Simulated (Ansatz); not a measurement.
# SiGeH3+ (triplet): from Hartree-Fock to the top rungs, cc-pVDZ

The task here is to estimate one member of a computed series from the others.

Method: cc-pVDZ, core rule «outside noble gas», up to 19 orbitals frozen; program: Ansatz 0.2.0, Gaussian basis.

To be run: UHF; CCSD(T) on ROHF; CCSD(T) on UHF; BCCD(T) on ROHF; CISD; CCSDT(Q) on ROHF; CCSDT(Q) on UHF; CASSCF and NEVPT2, 10 electrons in 11 orbitals.

21 further runs of the same task are left out: 2 for a mislabelled method, 9 that didn't finish, 10 set aside as unsound or not needed.

### The geometry

The geometry is a PBE0/def2-TZVP stationary point (not a proven minimum) of the parent state, kept for this charge and spin. No spin-orbit coupling is included. The filled d shell of Ge may be among the frozen orbitals whatever the setting's name suggests; the logs give the count.

5 atoms, charge 1, spin multiplicity 3.

Atoms are counted from 1 here; the program's logs count them from 0.

Bond lengths: Si1–Ge2 2.352 Å, Si1–H3 1.492 Å, Si1–H4 1.492 Å, Ge2–H5 1.595 Å. Angles: Ge2–Si1–H3 129.6°, Ge2–Si1–H4 123.5°, H3–Si1–H4 106.9°, Si1–Ge2–H5 86.6°.

Set-up of the first run:

in.yaml reads:

```yaml
crystal:
  periodic: [false, false, false]
  atoms:
    - {symbol: Si, position_ang: [0.000000, 0.018056, 1.651607]}
    - {symbol: Ge, position_ang: [0.000000, -0.028376, -0.700224]}
    - {symbol: H, position_ang: [0.000000, 1.185718, 2.580640]}
    - {symbol: H, position_ang: [0.000000, -1.209392, 2.499223]}
    - {symbol: H, position_ang: [0.000000, 1.565561, -0.637062]}
basis:
  gaussian: {orbitals: cc-pVDZ}
total_charge: 1
magnetization: {spin_polarized: true, initial_magnetization: 2}
hamiltonian: {xc: hf}
output: {orbitals: {seedname: orbitals}}
```

Launch:

```sh
$ ansatz run in.yaml --threads 1 --pin off --events-out ev --progress --plain --max-ram 2393MiB
```

Steps of the session up to this table: UHF; CCSD(T) on ROHF; CCSD(T) on UHF; BCCD(T) on ROHF; CISD; CCSDT(Q) on ROHF; CCSDT(Q) on UHF; CASSCF and NEVPT2, 10 electrons in 11 orbitals.

One table of the session follows, with a row left open; its other results are not shown here.

| method | from UCCSDT(Q) (meV) |
| --- | --- |
| ROHF | +5202.6 |
| UHF | +5124.4 |
| RMP2 | +1269.1 |
| UMP2 | +1259.8 |
| CISD | +587.3 |
| RCCSD | +223.0 |
| UCCSD | ? |
| RCCSD(T) | +61.3 |
| UCCSD(T) | +53.2 |
| BCCD(T) | +58.4 |
| RCCSDT | +16.5 |
| UCCSDT | +8.6 |
| RCCSDT(Q) | +8.0 |
| UCCSDT(Q) | 0 |
| CASSCF valence | +3006.9 |
| NEVPT2 valence | +877.4 |

**Question.** Estimate the row for UCCSD.

As computed: from UCCSDT(Q) (meV): +212.3. In the column «from UCCSDT(Q) (meV)» it lies between RCCSD(T) (+61.3) and RCCSD (+223.0).

Caveats from the session: Restricted and unrestricted rows rest on different reference determinants; where their highest levels disagree by more than a few hundredths of an eV, they describe different states and don't form one ladder.
